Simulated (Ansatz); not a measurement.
A first try at a relaxed scan of one distance of CH₄BI, SMILES CBI, using Ansatz 0.2.0 through its Python package.

`relaxed_scan_ch4bi.py`
```python
'''Relaxed scan of one distance in CH4BI.'''

import ansatz as az
import numpy as np

GEOMETRY = '''
C    -0.61360   -0.05970   -0.40320
B     0.65550   -0.25920    0.42720
I     1.82950    1.45830    1.09100
H    -1.29990    0.60480    0.17570
H    -0.40780    0.51500   -1.37010
H    -1.13000   -0.97390   -0.66490
H     1.02750   -1.35330    0.69870
'''

system = az.Crystal.molecule()
for line in GEOMETRY.strip().splitlines():
    symbol, *xyz = line.split()
    system = system.atom(symbol, [float(v) for v in xyz])

setup = system.calculation().basis(gaussian='def2-SVP').functional('HF')
symbols = [site.symbol for site in system.cartesian_sites]
pairs = [(0, 1), (0, 3), (0, 4), (0, 5), (1, 2), (1, 6)]
print('held (A)   E (eV)        ', '  '.join(f'{symbols[i]}{i}-{symbols[j]}{j}' for i, j in pairs))
for length in [1.05, 1.14, 1.23, 1.37, 1.54]:
    r = setup.relax(constraints=[az.DistanceConstraint((0, 4), at=length)], force_tolerance=0.02, max_steps=60).run(threads=1).report
    xyz = np.array(r['positions_ang'])
    print(f'{length:6.2f} {r["etot"]:14.5f}  ', '  '.join(f'{np.linalg.norm(xyz[i] - xyz[j]):.3f}' for i, j in pairs))
```

```console
$ python relaxed_scan_ch4bi.py
held (A)   E (eV)         C0-B1  C0-H3  C0-H4  C0-H5  B1-I2  B1-H6
DeckWarning: relax.constraints: the input's atoms, or those drawn, lie off the distances that are held; a relaxation that starts there is brought onto them ahead of its first SCF, by positions alone, an atom by 4.67e-2 Å at the most. With the symmetry detection on, the symmetry is detected on the input's atoms as so brought (as typed, where only the drawn atoms reach the distances), and notices that speak of the structure as typed mean those atoms
Traceback (most recent call last):
  File "relaxed_scan_ch4bi.py", line 28, in <module>
    print(f'{length:6.2f} {r["etot"]:14.5f}  ', '  '.join(f'{np.linalg.norm(xyz[i] - xyz[j]):.3f}' for i, j in pairs))
                           ~^^^^^^^^
KeyError: 'etot'
```
(Warnings from the package without file and line.)

Find the fault and give the corrected script.

The fault: the report has no such key (the free energy stands under free_energy_ev). The change:

```diff
--- before
+++ after
@@ -27,3 +27,3 @@
     xyz = np.array(r['positions_ang'])
-    print(f'{length:6.2f} {r["etot"]:14.5f}  ', '  '.join(f'{np.linalg.norm(xyz[i] - xyz[j]):.3f}' for i, j in pairs))
+    print(f'{length:6.2f} {r["free_energy_ev"]:14.5f}  ', '  '.join(f'{np.linalg.norm(xyz[i] - xyz[j]):.3f}' for i, j in pairs))
```

The mended script runs so:

```console
$ python relaxed_scan_ch4bi.py
held (A)   E (eV)         C0-B1  C0-H3  C0-H4  C0-H5  B1-I2  B1-H6
DeckWarning: relax.constraints: the input's atoms, or those drawn, lie off the distances that are held; a relaxation that starts there is brought onto them ahead of its first SCF, by positions alone, an atom by 4.67e-2 Å at the most. With the symmetry detection on, the symmetry is detected on the input's atoms as so brought (as typed, where only the drawn atoms reach the distances), and notices that speak of the structure as typed mean those atoms
  1.05    -9837.20498   1.565  1.098  1.050  1.095  2.158  1.194
  1.14    -9837.20540   1.563  1.088  1.140  1.092  2.158  1.193
  1.23    -9837.00201   1.559  1.087  1.230  1.091  2.159  1.193
  1.37    -9836.46575   1.552  1.086  1.370  1.089  2.160  1.193
  1.54    -9835.70162   1.535  1.084  1.540  1.086  2.167  1.192
```
(Warnings from the package without file and line, repeats left out.)

Total energies depend on the basis set; only differences at equal settings carry meaning. The energies are electronic: no zero-point or thermal terms, and the basis set is short of its limit. def2 sets replace the cores of elements past krypton by effective core potentials. Timing: 110 s on 1 thread of Arm Neoverse V1, on a shared host, peak memory 0.21 GiB.

(Lines on the test bed's own set-up are left out of the output.)
